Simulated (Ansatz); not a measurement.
TiAl, space group P-6m2, an all-electron LAPW single point

Program: the Python package of Ansatz (0.2.0).

`tial.vasp`
```text
TiAl
1.0
   2.86726223    0.00000000    0.00000000
  -1.43363112    2.48312193    0.00000000
   0.00000000    0.00000000    4.67808300
Ti Al
1 1
Direct
   0.00000000    0.00000000    0.00000000
   0.33333333    0.66666667    0.50000000
```

Typed at the interpreter:
```pycon
>>> import warnings
>>> import ansatz as az
>>> from ase.io import read
>>> import numpy as np
>>> warnings.simplefilter("ignore", az.DeckWarning)
>>> atoms = read("tial.vasp", format="vasp")
>>> xtal = az.Crystal.from_ase(atoms)
>>> xtal.resolved().sites[-1]
Site(symbol='Al', position=(0.33333333, 0.66666667, 0.5), moment=None, axis=None, held=None, saved=None)
>>> base = (
...     xtal.calculation()
...     .functional("LDA")
...     .kpoints(9, 9, 5, shift=0.5)
...     .occupations("fermi_dirac", width=0.1)
...     .scf(max_iterations=150, lower_state_search="off", self_checks="high")
...     .pseudopotentials("all_electron", lapw=True, basis_error=0.0005)
...     .forces()
...     .stress()
... )
>>> with warnings.catch_warnings(record=True) as caught:
...     warnings.simplefilter("always")
...     done = base.run()
...
>>> print("warnings raised:", sorted(w.category.__name__ for w in caught) or "none")
warnings raised: ['DeckWarning']
>>> rep = done.report
>>> sorted(key for key in rep if key.endswith("_ev"))
['eigenvalues_ev', 'energy_sigma0_ev', 'entropy_ts_ev', 'fermi_energy_ev', 'free_energy_ev', 'gap_by_band_count_ev', 'harris_foulkes_ev', 'internal_energy_ev', 'lagrangian_above_aufbau_ev', 'lagrangian_ev', 'lagrangian_sigma0_ev', 'loop_eigenvalues_ev', 'loop_fermi_energy_ev', 'occupations_fermi_energy_ev', 'residual_norms_ev']
>>> print(f"free energy      {rep['free_energy_ev']:.5f} eV")
free energy      -29767.54548 eV
>>> print(f"per atom         {rep['free_energy_ev'] / len(done.lattice.sites):.5f} eV")
per atom         -14883.77274 eV
>>> print(f"SCF iterations   {rep['n_iterations']}  (converged: {rep['converged']})")
SCF iterations   8  (converged: True)
>>> print("forces (eV/A)")
forces (eV/A)
>>> for site, force in zip(done.lattice.sites, rep["forces_ev_ang"]):
...     print(f"  {site.symbol:2s} {force[0]:9.4f} {force[1]:9.4f} {force[2]:9.4f}")
...
  Ti    0.0021   -0.0012    0.0000
  Al   -0.0021    0.0012    0.0000
>>> principal = np.linalg.eigvalsh(np.array(rep["stress_gpa"]))
>>> mises = np.sqrt(0.5 * sum((principal[i] - principal[i - 1]) ** 2 for i in range(3)))
>>> print("principal stresses (GPa, compression positive):", np.round(principal, 3))
principal stresses (GPa, compression positive): [-7.075 -5.659 -5.087]
>>> print(f"mean {principal.mean():.3f} GPa, von Mises {mises:.3f} GPa, PV = {principal.mean() * rep['setup']['cell_volume_ang3'] / 160.21766:.4f} eV")
mean -5.941 GPa, von Mises 1.773 GPa, PV = -1.2349 eV
>>> print("doubts on the final state:", rep["published_state_doubts"] or "none")
doubts on the final state: none
>>> print("warnings:", sorted({n["data"]["kind"] for n in done.notices if n["data"].get("severity") in ("warning", "doubt")}) or "none")
warnings: none
>>> errors = rep["lapw_basis_errors"]
>>> print(f"estimated basis error {1000 * errors['total_ev_per_atom']:.3f} meV/atom, target {1000 * errors['basis_error_target_ev_per_atom']:.3f}")
estimated basis error 0.044 meV/atom, target 0.500
>>> for sphere in errors["spheres"]:
...     print(f"  {sphere['species']:2s} muffin-tin radius {sphere['muffin_tin_radius_ang']:.3f} A, core shells {sphere['core_shells']}")
...
  Al muffin-tin radius 1.432 A, core shells 1
  Ti muffin-tin radius 1.434 A, core shells 3
```

Caveats:
- The settings weren't tested for convergence.
- The mesh is modest for a metal, so energies can be off by several to tens of meV an atom and pressures by half a GPa or more; differences at equal mesh fare better.
- The mesh has less symmetry than the crystal, which the program warned of.
- A gap by band count of zero or less means overlapping bands, a metal, and at an odd count of electrons it is no gap at all.
- At these settings the cell as given stands under about -6 GPa, so it isn't at this functional's equilibrium volume.
- This cell is a computed structure, which may not be the phase found in nature.
- Levels are Kohn-Sham eigenvalues on this mesh.
- The script silences the warnings on its input, which a real study should read.
- Wall time of the script: 16 s on 1 thread of Arm Neoverse V2, with other jobs on the host, peak memory 0.44 GiB.
